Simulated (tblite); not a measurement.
# C3H15NSi3: the cost of one run

Computed with tblite 0.8.0 and PySCF 2.14.0, with density-fitted response routines of our own, on a single molecule in the gas phase. Atoms are numbered from 0 throughout.

## Step 1: The starting structure

22 atoms, charge 0, multiplicity 1; geometry from: force field or distance geometry start.

Bonds of the start (Å): C0–N1 1.46, N1–Si2 1.78, Si2–C3 1.85, C3–Si4 1.87, C3–Si5 1.87, Si5–C6 1.86, C0–H7 1.11, C0–H8 1.12, C0–H9 1.09, N1–H10 1.04, Si2–H11 1.47, Si2–H12 1.47, C3–H13 1.11, Si4–H14 1.46, Si4–H15 1.47, Si4–H16 1.47, Si5–H17 1.48, Si5–H18 1.46, C6–H19 1.10, C6–H20 1.12, C6–H21 1.11.

## Step 2: Relaxing the molecule with GFN2-xTB

Job settings and geometry (Å):

```
{"job": {"kind": "relax", "xc": "GFN2-xTB", "basis": "xTB"}, "charge": 0, "multiplicity": 1}
C      3.325000     0.760400    -0.017200
N      2.281200    -0.210300     0.319400
Si     0.753400     0.470200    -0.284900
C     -0.541900    -0.812000    -0.620400
Si    -0.582700    -2.173200     0.664800
Si    -2.202000     0.029900    -0.754900
C     -2.388900     1.440900     0.439800
H      3.511800     0.725500    -1.109800
H      2.899900     1.749400     0.294600
H      4.242200     0.551900     0.536300
H      2.501000    -1.136000    -0.096800
H      0.268400     1.517800     0.618600
H      1.084400     1.105100    -1.573200
H     -0.319300    -1.301400    -1.594800
H     -0.505200    -1.588900     2.000800
H     -1.883100    -2.852700     0.566500
H      0.499300    -3.129500     0.384600
H     -2.246300     0.613200    -2.109100
H     -3.274900    -0.931000    -0.517100
H     -1.699100     2.276900     0.243400
H     -3.424200     1.840400     0.324400
H     -2.309400     1.072800     1.482600
```

The run is started by

```
$ OMP_NUM_THREADS=1 python probes_run.py task.json out
```

This one command runs all jobs of the session in turn.

**Question.** How long does this first job take on 1 thread of Arm Neoverse V1, shared host, and how much memory does it need?

About 1.4 s, with a peak of 0.18 GiB.
